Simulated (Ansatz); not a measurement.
**Alloy of AlN and SiC (9 of 48 Al sites, 9 of 48 N sites exchanged), 96 atoms**

Aim: relax the alloy cell and compare the gap by PBEsol and HSE06.

Program: Ansatz 0.2.0, PAW, plane waves. These are calculated values, not measurements.

### Step 1. The starting cell

96 atoms (39 Al, 9 Si, 9 C, 39 N); a = 9.320 Å, b = 10.762 Å, c = 9.991 Å, α = 90.00°, β = 90.00°, γ = 90.00°. All atoms were shaken off their sites by about 0.02 Å along each axis.

The runs, in order: (2) PBEsol cell relaxation at the single k point (¼, ¼, ¼), on 7 threads of Arm Neoverse-V2; (3) HSE06 single point at the Γ point alone, on 7 threads of Arm Neoverse-V2.

### Step 2. PBEsol relaxation of the cell and the positions

in.yaml reads:

```yaml
crystal:
  lattice:
    - [9.319903, 0.000000, 0.000000]
    - [0.000000, 10.761696, 0.000000]
    - [0.000000, 0.000000, 9.991393]
  atoms:
    - { symbol: Al, position: [0.168045, 0.082424, 0.250602] }
    - { symbol: Al, position: [0.166484, 0.082778, 0.749422] }
    - { symbol: Al, position: [0.001911, 0.335588, 0.248214] }
    - { symbol: Al, position: [0.002105, 0.330588, 0.747322] }
    - { symbol: Al, position: [0.499608, 0.085022, 0.747464] }
    - { symbol: Al, position: [0.332262, 0.333977, 0.245382] }
    - { symbol: Al, position: [0.332355, 0.334317, 0.753077] }
    - { symbol: Al, position: [0.165931, 0.584007, 0.247136] }
    - { symbol: Al, position: [0.168618, 0.588162, 0.750898] }
    - { symbol: Al, position: [0.999992, 0.834419, 0.752719] }
    - { symbol: Al, position: [0.831923, 0.084030, 0.249247] }
    - { symbol: Al, position: [0.831169, 0.081836, 0.749822] }
    - { symbol: Al, position: [0.666458, 0.334717, 0.246866] }
    - { symbol: Al, position: [0.667772, 0.332779, 0.749468] }
    - { symbol: Al, position: [0.500104, 0.584697, 0.245437] }
    - { symbol: Al, position: [0.497195, 0.582400, 0.749258] }
    - { symbol: Al, position: [0.336043, 0.835246, 0.246644] }
    - { symbol: Al, position: [0.834106, 0.580437, 0.250983] }
    - { symbol: Al, position: [0.838899, 0.584669, 0.748841] }
    - { symbol: Al, position: [0.668338, 0.833401, 0.248300] }
    - { symbol: Al, position: [0.662608, 0.831650, 0.749529] }
    - { symbol: Al, position: [0.002159, 0.166054, 0.501056] }
    - { symbol: Al, position: [0.330669, 0.162187, 0.998898] }
    - { symbol: Al, position: [0.165950, 0.414266, 0.499678] }
    - { symbol: Al, position: [0.164353, 0.417573, 0.999387] }
    - { symbol: Al, position: [0.997494, 0.665559, 0.501921] }
    - { symbol: Al, position: [0.997919, 0.667782, 0.994181] }
    - { symbol: Al, position: [0.668112, 0.166978, 0.502140] }
    - { symbol: Al, position: [0.665582, 0.170436, 0.001037] }
    - { symbol: Al, position: [0.501567, 0.418510, 0.498406] }
    - { symbol: Al, position: [0.339507, 0.665364, 0.999324] }
    - { symbol: Al, position: [0.165719, 0.917559, 0.499344] }
    - { symbol: Al, position: [0.168755, 0.916874, 0.998032] }
    - { symbol: Al, position: [0.833031, 0.417357, 0.998644] }
    - { symbol: Al, position: [0.664803, 0.664216, 0.496925] }
    - { symbol: Al, position: [0.666196, 0.664029, 0.998643] }
    - { symbol: Al, position: [0.501230, 0.920914, 0.497979] }
    - { symbol: Al, position: [0.499989, 0.917354, 0.996120] }
    - { symbol: Al, position: [0.837428, 0.917242, 0.001565] }
    - { symbol: Si, position: [0.499530, 0.081774, 0.250016] }
    - { symbol: Si, position: [0.998820, 0.830644, 0.246269] }
    - { symbol: Si, position: [0.334522, 0.833719, 0.752169] }
    - { symbol: Si, position: [0.002083, 0.166484, 0.997703] }
    - { symbol: Si, position: [0.332508, 0.165582, 0.498096] }
    - { symbol: Si, position: [0.498246, 0.418171, 0.997705] }
    - { symbol: Si, position: [0.335537, 0.667602, 0.495909] }
    - { symbol: Si, position: [0.835454, 0.414025, 0.499399] }
    - { symbol: Si, position: [0.831120, 0.918191, 0.497784] }
    - { symbol: C, position: [0.001752, 0.164940, 0.191094] }
    - { symbol: C, position: [0.001249, 0.164420, 0.688686] }
    - { symbol: C, position: [0.332395, 0.662865, 0.191513] }
    - { symbol: C, position: [0.332479, 0.666942, 0.688356] }
    - { symbol: C, position: [0.834646, 0.915979, 0.690718] }
    - { symbol: C, position: [0.333191, 0.331957, 0.437236] }
    - { symbol: C, position: [0.332547, 0.331362, 0.937905] }
    - { symbol: C, position: [0.834275, 0.581224, 0.440416] }
    - { symbol: C, position: [0.832969, 0.584190, 0.939265] }
    - { symbol: N, position: [0.337667, 0.163749, 0.190295] }
    - { symbol: N, position: [0.332288, 0.164198, 0.687148] }
    - { symbol: N, position: [0.166710, 0.414251, 0.190783] }
    - { symbol: N, position: [0.173512, 0.421238, 0.691144] }
    - { symbol: N, position: [0.003144, 0.667272, 0.192620] }
    - { symbol: N, position: [0.999930, 0.667898, 0.688317] }
    - { symbol: N, position: [0.666259, 0.166966, 0.190141] }
    - { symbol: N, position: [0.666431, 0.162490, 0.688877] }
    - { symbol: N, position: [0.500176, 0.419731, 0.194056] }
    - { symbol: N, position: [0.497472, 0.417929, 0.685193] }
    - { symbol: N, position: [0.165619, 0.918234, 0.185947] }
    - { symbol: N, position: [0.165590, 0.918165, 0.691911] }
    - { symbol: N, position: [0.833069, 0.415996, 0.188320] }
    - { symbol: N, position: [0.835669, 0.417597, 0.691699] }
    - { symbol: N, position: [0.667473, 0.662069, 0.191599] }
    - { symbol: N, position: [0.664608, 0.666211, 0.684449] }
    - { symbol: N, position: [0.497254, 0.916332, 0.190425] }
    - { symbol: N, position: [0.496306, 0.918196, 0.688604] }
    - { symbol: N, position: [0.833918, 0.917941, 0.188430] }
    - { symbol: N, position: [0.165562, 0.082374, 0.437468] }
    - { symbol: N, position: [0.167394, 0.084035, 0.939270] }
    - { symbol: N, position: [0.999793, 0.335116, 0.441630] }
    - { symbol: N, position: [0.997492, 0.337399, 0.938229] }
    - { symbol: N, position: [0.501742, 0.083046, 0.441432] }
    - { symbol: N, position: [0.499278, 0.086425, 0.938557] }
    - { symbol: N, position: [0.166814, 0.580632, 0.441788] }
    - { symbol: N, position: [0.162815, 0.584382, 0.937494] }
    - { symbol: N, position: [0.997960, 0.831282, 0.438910] }
    - { symbol: N, position: [0.997562, 0.833512, 0.941354] }
    - { symbol: N, position: [0.839002, 0.085622, 0.439947] }
    - { symbol: N, position: [0.833556, 0.084581, 0.937452] }
    - { symbol: N, position: [0.666230, 0.331860, 0.438052] }
    - { symbol: N, position: [0.669906, 0.331904, 0.940116] }
    - { symbol: N, position: [0.497702, 0.584138, 0.441166] }
    - { symbol: N, position: [0.498597, 0.581318, 0.939923] }
    - { symbol: N, position: [0.339482, 0.832598, 0.438987] }
    - { symbol: N, position: [0.337683, 0.833977, 0.939406] }
    - { symbol: N, position: [0.667059, 0.834334, 0.436221] }
    - { symbol: N, position: [0.666154, 0.835745, 0.939685] }
  symmetry: { detect: false }
kpoints:
  mp_grid: { grid: [1, 1, 1], shift: [0.25, 0.25, 0.25] }
hamiltonian:
  xc: pbesol
scf:
  occupations: { method: fermi_dirac, width: 0.01 }
relax:
  f_tol: 0.03
  max_steps: 80
  escape_saddle: false
  adjacent_minimum: "off"
  cell: { fix: [alpha, beta, gamma] }
output:
  forces: true
  eigenvalues: true
  populations: true
```

The runs that follow: HSE06 on the final geometry.

Q: Predict the outcome of this session. Wanted: for each run, top filled to lowest empty.

**Answer**, as computed:

```
             level                     time   k points  top filled to lowest empty (eV)
PBEsol, relaxation     73 s (7 CPU threads)  (¼, ¼, ¼)                             3.65
             HSE06  3.5 min (7 CPU threads)          Γ                             4.47
```

| quantity | value |
| --- | --- |
| relaxation | 6 recorded steps, 6.75 eV gained |
| largest shift | 0.16 Å (N87) |
| relaxed cell | a = 9.319 Å, b = 10.796 Å, c = 10.007 Å, α = 90.00°, β = 90.00°, γ = 90.00° |
| mean bonds | Al–C 1.922, Al–N 1.919, C–Si 1.811, N–Si 1.802 Å |

Relaxation gains 6.75 eV, with shifts up to 0.16 Å (N87), while the volume changes by +0.5 %. The mean lengths of the listed bonds run from N–Si 1.80 Å to Al–C 1.92 Å. Rows on different k points differ by sampling as well as by level. With one k point the spacing samples only the states that fold onto it, so it can exceed the gap over the zone.
